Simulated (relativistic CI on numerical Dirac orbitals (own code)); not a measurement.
**Mg²⁺: one ion under different settings**

Aim: see what numerical and physical settings do to the SCF, the total energy and the lowest levels of Mg²⁺.

Program: relativistic CI on numerical Dirac orbitals (own code) version 3. Level of theory: Dirac-Coulomb-Breit CI, KLI orbitals optimised for each configuration, model QED (radiative potential, 1s self-energy scaled to tabulated hydrogen-like ionisation energies), numerical settings as typed. These are calculated values, not measurements, unless marked.

## (1) What is computed

| Property | Result |
| --- | --- |
| ion | Mg²⁺ (Mg III) |
| nuclear charge | 12 |
| electrons | 10 |
| isotope | A = 24 |

## (2) Usual settings

Settings of the run:

```ini
atom Mg  Z=12  charge=2  electrons=10
nucleus A=24  rms_radius_fm=3.0570
hamiltonian dirac-coulomb  breit=on  qed=on  c_scale=1
orbitals kli  potential=per-configuration
slater_scale 1
correlation none
mixing on
grid step=0.0125 r_max=34.3
scf mixing=0.4 start=green max_iterations=150 tolerance=2e-08 node_fill=0.05
configurations
  [He] 2s2 2p6
  [He] 2s2 2p5 3s
  [He] 2s2 2p5 3p
  [He] 2s2 2p5 3d
  [He] 2s2 2p4 3s2
end
```

The run is started by

```
> python run_levels.py task.json out
```

The settings of every run stand in task.json; they run in order.

## (3) Grid step 0.006

Changes to the settings of step 2:

```diff
@@ -7,3 +7,3 @@
 mixing on
-grid step=0.0125 r_max=34.3
+grid step=0.006 r_max=34.3
 scf mixing=0.4 start=green max_iterations=150 tolerance=2e-08 node_fill=0.05
```

## (4) Slater scale 0.5, potential mixing 0.9

Settings of the run:

```ini
atom Mg  Z=12  charge=2  electrons=10
nucleus A=24  rms_radius_fm=3.0570
hamiltonian dirac-coulomb  breit=on  qed=on  c_scale=1
orbitals kli  potential=per-configuration
slater_scale 0.5
correlation none
mixing on
grid step=0.0125 r_max=34.3
scf mixing=0.9 start=green max_iterations=150 tolerance=2e-08 node_fill=0.05
configurations
  [He] 2s2 2p6
  [He] 2s2 2p5 3s
  [He] 2s2 2p5 3p
  [He] 2s2 2p5 3d
  [He] 2s2 2p4 3s2
end
```

## (5) Nuclear radius 3.3627, Breit term off, iteration limit 20

Settings of the run:

```ini
atom Mg  Z=12  charge=2  electrons=10
nucleus A=24  rms_radius_fm=3.3627
hamiltonian dirac-coulomb  breit=off  qed=on  c_scale=1
orbitals kli  potential=per-configuration
slater_scale 1
correlation none
mixing on
grid step=0.0125 r_max=34.3
scf mixing=0.4 start=green max_iterations=20 tolerance=2e-08 node_fill=0.05
configurations
  [He] 2s2 2p6
  [He] 2s2 2p5 3s
  [He] 2s2 2p5 3p
  [He] 2s2 2p5 3d
  [He] 2s2 2p4 3s2
end
```

## (6) QED terms off

Settings of the run:

```ini
atom Mg  Z=12  charge=2  electrons=10
nucleus A=24  rms_radius_fm=3.0570
hamiltonian dirac-coulomb  breit=on  qed=off  c_scale=1
orbitals kli  potential=per-configuration
slater_scale 1
correlation none
mixing on
grid step=0.0125 r_max=34.3
scf mixing=0.4 start=green max_iterations=150 tolerance=2e-08 node_fill=0.05
configurations
  [He] 2s2 2p6
  [He] 2s2 2p5 3s
  [He] 2s2 2p5 3p
  [He] 2s2 2p5 3d
  [He] 2s2 2p4 3s2
end
```

## (7) Nuclear radius 30.57

Settings of the run:

```ini
atom Mg  Z=12  charge=2  electrons=10
nucleus A=24  rms_radius_fm=30.5700
hamiltonian dirac-coulomb  breit=on  qed=on  c_scale=1
orbitals kli  potential=per-configuration
slater_scale 1
correlation none
mixing on
grid step=0.0125 r_max=34.3
scf mixing=0.4 start=green max_iterations=93 tolerance=2e-08 node_fill=0.05
configurations
  [He] 2s2 2p6
  [He] 2s2 2p5 3s
  [He] 2s2 2p5 3p
  [He] 2s2 2p5 3d
  [He] 2s2 2p4 3s2
end
```

(Steps that only read results are left out.)

Before running it: what results should come out? Wanted: lowest level, usual settings; total energy; first excitation.

The runs gave:

| setting | total energy less usual (Ha) | largest shift of a level among the lowest eight of both runs, same label and place (cm⁻¹) | SCF iterations | time | lowest level | kind of change |
| --- | --- | --- | --- | --- | --- | --- |
| usual | 0 | 0 | 51 | 0.14 s | 2p6 1S0 | - |
| grid step 0.006 | -1.85e-05 | 0.0905 | 52 | 0.28 s | 2p6 1S0 | numerical |
| Slater scale 0.5, potential mixing 0.9 | 0.000112 | 3850 | 42 | 0.13 s | 2p6 1S0 | model term |
| nuclear radius 3.3627, Breit term off, iteration limit 20 | -0.0317 | 232 | 51 | 0.13 s | 2p6 1S0 | unphysical constant |
| QED terms off | -0.0206 | 41.1 | 51 | 0.11 s | 2p6 1S0 | model term |
| nuclear radius 30.57 | 0.00924 | 14.7 | 51 | 0.15 s | 2p6 1S0 | unsound |

```
                    quantity         value
lowest level, usual settings       2p6 1S0
                total energy  -199.0955 Ha
            first excitation   415831 cm⁻¹
```

**Reading.** Among the runs whose levels can be followed, they move most under «Slater scale 0.5, potential mixing 0.9» (model term), by up to 3850 cm⁻¹. Only the listed configurations are in the model. In a near-neutral ion this small CI can misplace whole configurations by 10,000 cm⁻¹ or more.
